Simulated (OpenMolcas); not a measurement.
**AlH2BrF− (SMILES [F][AlH2-][Br]): levels of theory compared**

We compute a comparison of 6 runs (HF/3-21G, HF/def2-SVP, B3LYP/6-31G, TPSS/pcseg-1, TPSSh/cc-pVDZ, PBE0/def2-SVP) of AlH2BrF−. 

Program for the calculation: OpenMolcas 26.06.

13 further runs of the same task are left out: 6 for a known fault of the program, 1 that didn't finish, 6 set aside as unsound or not needed.

## Step 1: The structure to begin with

AlH2BrF−: 5 atoms, total charge -1, spin state singlet. SMILES: `[F][AlH2-][Br]`. Geometry: a GFN2-xTB relaxation, a rough one for these elements and not checked as a minimum.

Bond lengths: F1–Al2 1.688 Å, Al2–Br3 2.316 Å, Al2–H4 1.582 Å, Al2–H5 1.583 Å. Angles: F1–Al2–Br3 111.0°, F1–Al2–H4 109.8°, F1–Al2–H5 109.8°, Br3–Al2–H4 106.3°, Br3–Al2–H5 106.2°, H4–Al2–H5 113.6°.

## Step 2: Energy and forces at HF/3-21G (run 1)

test.input

```
* AlBrFH2 Hartree-Fock

&GATEWAY
  BasLib
  $CurrDir
  Coord
  5
  angstrom
  F       -1.213430       0.305530       1.207960
  Al      -0.128150       0.082510      -0.066010
  Br       1.755180      -1.067620       0.637910
  H       -0.796400      -0.806870      -1.191340
  H        0.382800       1.486460      -0.588530
  Basis
  3-21G
  Group
  NoSym

&SEWARD

&SCF
  Charge
  -1
  Thresholds
  1e-10 1e-07 1e-07 1e-05
  PrOrbitals
  1 1

&ALASKA
```

The basis set 3-21G is read from a file made from the Basis Set Exchange's data (not shown).

Started as:

```
$ export MOLCAS_MEM=1860
$ pymolcas test.input > test.log
```

What it wrote:

```text
--- Start Module: gateway ---
[...]
--- Stop Module: gateway /rc=_RC_ALL_IS_WELL_ ---
[...]
      Basis functions           48
[...]
--- Start Module: scf ---
[...]
       Convergence after  15 Iterations
[...]
::    Total SCF energy                              -2900.8756805595
[...]
      Total spin, S                                     0.0000000000
[...]
      Total electronic charge=   60.000000
      Total            charge=   -1.000000
[...]
      Dipole Moment (debye):
      Origin of the operator (angstrom)=    0.8792   -0.5952    0.5493
                   X=  2.6049E+00               Y= -1.6235E+00               Z=  1.0743E+00           Total=  3.2519E+00
      Center of Charge (angstrom)
[...]
--- Stop Module: scf /rc=_RC_ALL_IS_WELL_ ---
--- Start Module: alaska ---
[...]
 *              Molecular gradients               *
 **************************************************
  Irreducible representation: a
 ------------------------------------------------------------------------------------------
                              X                       Y                       Z
 ------------------------------------------------------------------------------------------
  F1                5.55794054381664E-04    7.73693513138163E-04   -3.95246651883241E-03
  AL2               2.41157163703747E-02   -1.27293672685802E-02    6.34522929162884E-04
  BR3              -2.66847037473497E-02    1.69160836391349E-02   -1.20970225094315E-02
  H4                6.11560686744506E-03    7.52053884564008E-03    1.03438309162955E-02
  H5               -4.10241354479213E-03   -1.24809487293529E-02    5.07113518279323E-03
 ------------------------------------------------------------------------------------------
--- Stop Module: alaska /rc=_RC_ALL_IS_WELL_ ---
[...]
```

It took 2.6 s on 1 thread of Arm Neoverse V1, shared host; peak memory 0.38 GiB.

## Step 3: Energy and forces at HF/def2-SVP (run 2)

run.inp

```
&GATEWAY
BasLib=$CurrDir
Coord
5
angstrom
F       -1.213430       0.305530       1.207960
Al      -0.128150       0.082510      -0.066010
Br       1.755180      -1.067620       0.637910
H       -0.796400      -0.806870      -1.191340
H        0.382800       1.486460      -0.588530
Basis=def2-SVP
Group=NoSym
&SEWARD
&SCF
Charge=-1
Thresholds=1e-10 1e-07 1e-07 1e-05
PrOrbitals=1
&ALASKA
```

The basis set def2-SVP is read from a file made from the Basis Set Exchange's data (not shown).

Started as:

```
$ export MOLCAS_MEM=1860
$ pymolcas run.inp > run.log
```

What it wrote:

```text
--- Start Module: gateway ---
[...]
--- Stop Module: gateway /rc=_RC_ALL_IS_WELL_ ---
[...]
      Basis functions           74
[...]
--- Start Module: scf ---
[...]
       Convergence after  17 Iterations
[...]
::    Total SCF energy                              -2914.6543507070
[...]
      Total spin, S                                     0.0000000000
[...]
      Total electronic charge=   60.000000
      Total            charge=   -1.000000
[...]
      Dipole Moment (debye):
      Origin of the operator (angstrom)=    0.8792   -0.5952    0.5493
                   X=  3.0677E+00               Y= -1.9363E+00               Z=  1.3644E+00           Total=  3.8758E+00
      Center of Charge (angstrom)
[...]
--- Stop Module: scf /rc=_RC_ALL_IS_WELL_ ---
[...]
--- Start Module: alaska ---
[...]
 *              Molecular gradients               *
 **************************************************
  Irreducible representation: a
 ------------------------------------------------------------------------------------------
                              X                       Y                       Z
 ------------------------------------------------------------------------------------------
  F1                2.94764516374713E-03    2.17851439213490E-04   -6.51981656445422E-03
  AL2               1.00448758532039E-02   -6.83343392120150E-03    5.69606259115751E-03
  BR3              -1.64172218729810E-02    1.08326951656004E-02   -8.97460411194473E-03
  H4                5.46850233539242E-03    5.26121143121161E-03    6.84132385018010E-03
  H5               -2.04380147940764E-03   -9.47832411477822E-03    2.95703423509863E-03
 ------------------------------------------------------------------------------------------
--- Stop Module: alaska /rc=_RC_ALL_IS_WELL_ ---
[...]
```

Run time: 6 s. Hardware: 1 thread of Arm Neoverse V1, shared host; peak memory 0.43 GiB.

## Step 4: Energy and forces at B3LYP/6-31G (run 3)

coord.xyz

```xyz
5

F     -1.213430     0.305530     1.207960
Al    -0.128150     0.082510    -0.066010
Br     1.755180    -1.067620     0.637910
H     -0.796400    -0.806870    -1.191340
H      0.382800     1.486460    -0.588530
```

calc.input

```
* AlBrFH2 Kohn-Sham DFT
&GATEWAY
BasLib = $CurrDir
Coord = coord.xyz
Basis = 6-31G
Group = NoSym
&SEWARD
GridInput
Grid=UltraFine
End of Grid
&SCF
Charge = -1
KSDFT = B3LYP
Thresholds = 1e-10 1e-07 1e-07 1e-05
PrOrbitals = 1 1
&ALASKA
```

The basis set 6-31G is read from a file made from the Basis Set Exchange's data (not shown).

Started as:

```
$ export MOLCAS_MEM=1860
$ pymolcas calc.input > calc.log
```

What it wrote:

```text
--- Start Module: gateway ---
[...]
--- Stop Module: gateway /rc=_RC_ALL_IS_WELL_ ---
[...]
      Basis functions           53
[...]
--- Start Module: scf ---
[...]
       Convergence after  16 Iterations
[...]
::    Total KS-DFT energy                           -2917.4376987897
[...]
      Total spin, S                                     0.0000000000
[...]
      Total electronic charge=   60.000000
      Total            charge=   -1.000000
[...]
      Dipole Moment (debye):
      Origin of the operator (angstrom)=    0.8792   -0.5952    0.5493
                   X=  2.6648E+00               Y= -1.5840E+00               Z=  8.1005E-01           Total=  3.2041E+00
      Center of Charge (angstrom)
[...]
--- Stop Module: scf /rc=_RC_ALL_IS_WELL_ ---
[...]
--- Start Module: alaska ---
[...]
 *              Molecular gradients               *
 **************************************************
  Irreducible representation: a
 ------------------------------------------------------------------------------------------
                              X                       Y                       Z
 ------------------------------------------------------------------------------------------
  F1                2.04985813810659E-02   -3.52971483350206E-03   -2.65835831207699E-02
  AL2               6.51353379326736E-03   -9.78911199687182E-03    2.39489004051947E-02
  BR3              -2.74272467057770E-02    1.70756096647473E-02   -1.12899671107671E-02
  H4                5.25535260881016E-03    7.99113602079626E-03    9.56547733211943E-03
  H5               -4.84022107740911E-03   -1.17479188551646E-02    4.35917249422357E-03
 ------------------------------------------------------------------------------------------
--- Stop Module: alaska /rc=_RC_ALL_IS_WELL_ ---
[...]
```

Run time: 13 s. Hardware: 1 thread of Arm Neoverse V1, shared host; peak memory 0.39 GiB.

Runs 4 to 5 aren't shown in full; the table further down has their settings and results.

## Step 5: Energy and forces at PBE0/def2-SVP (run 6)

input.xyz

```xyz
5

F     -1.213430     0.305530     1.207960
Al    -0.128150     0.082510    -0.066010
Br     1.755180    -1.067620     0.637910
H     -0.796400    -0.806870    -1.191340
H      0.382800     1.486460    -0.588530
```

job.inp

```
&GATEWAY
  BasLib = $CurrDir
  Coord = input.xyz
  Basis = def2-SVP
  Group = NoSym

&SEWARD
  GridInput
  Grid=UltraFine
  End of Grid

&SCF
  Charge = -1
  KSDFT = PBE0
  Thresholds = 1e-10 1e-07 1e-07 1e-05
  PrOrbitals = 1 2

&ALASKA
```

The basis set def2-SVP is read from a file made from the Basis Set Exchange's data (not shown).

Started as:

```
$ export MOLCAS_MEM=1860
$ pymolcas job.inp > job.log
```

What it wrote:

```text
--- Start Module: gateway ---
[...]
--- Stop Module: gateway /rc=_RC_ALL_IS_WELL_ ---
[...]
      Basis functions           74
[...]
--- Start Module: scf ---
[...]
       Convergence after  15 Iterations
[...]
::    Total KS-DFT energy                           -2916.8477136144
[...]
      Total spin, S                                     0.0000000000
[...]
      Total electronic charge=   60.000000
      Total            charge=   -1.000000
[...]
      Dipole Moment (debye):
      Origin of the operator (angstrom)=    0.8792   -0.5952    0.5493
                   X=  3.0328E+00               Y= -1.9570E+00               Z=  1.5142E+00           Total=  3.9141E+00
      Center of Charge (angstrom)
[...]
--- Stop Module: scf /rc=_RC_ALL_IS_WELL_ ---
[...]
--- Start Module: alaska ---
[...]
 *              Molecular gradients               *
 **************************************************
  Irreducible representation: a
 ------------------------------------------------------------------------------------------
                              X                       Y                       Z
 ------------------------------------------------------------------------------------------
  F1                6.34564871440091E-03   -5.56478671790650E-04   -1.02242132975459E-02
  AL2               4.41373440848736E-03   -3.96472828239602E-03    5.83603149783940E-03
  BR3              -1.28797326487131E-02    8.45371371448422E-03   -6.85773199787842E-03
  H4                5.46983579032911E-03    6.66083156698027E-03    7.89872673518532E-03
  H5               -3.34948626452414E-03   -1.05933383272809E-02    3.34718706240533E-03
 ------------------------------------------------------------------------------------------
--- Stop Module: alaska /rc=_RC_ALL_IS_WELL_ ---
[...]
```

It took 16 s on 1 thread of Arm Neoverse V1, shared host; peak memory 0.43 GiB.

## Step 6: All runs side by side

```
run          level  integration grid   energy (Eh)  HOMO energy (eV)  LUMO energy (eV)  HOMO–LUMO gap (eV)  wall time
  1       HF/3-21G                 –  -2900.875681             -5.24              9.04               14.28      2.6 s
  2    HF/def2-SVP                 –  -2914.654351             -5.46              9.20               14.65        6 s
  3    B3LYP/6-31G         UltraFine  -2917.437699             -2.31              5.43                7.74       13 s
  4   TPSS/pcseg-1         UltraFine  -2917.444038             -1.41              4.96                6.37       24 s
  5  TPSSh/cc-pVDZ         UltraFine  -2917.726828             -1.74              5.73                7.47       27 s
  6  PBE0/def2-SVP         UltraFine  -2916.847714             -2.30              6.33                8.63       16 s
```

## Step 7: Results

| quantity | value |
| --- | --- |
| run 6: total energy | -2916.84771 Eh |
| run 6: HOMO energy | -2.30 eV |
| run 6: LUMO energy | 6.33 eV |
| run 6: HOMO–LUMO gap (to an unbound level, set by the basis) | 8.63 eV |
| run 6: largest force on an atom | 0.867 eV/Å |

What this shows: The HOMO–LUMO gap runs from 6.37 eV (TPSS/pcseg-1) to 14.65 eV (HF/def2-SVP). The two ends differ in method and basis. The empty levels of an anion lie above zero and hang on the basis. Totals of different functionals can't be ranked against each other. All runs together took 88 s, the longest 27 s.
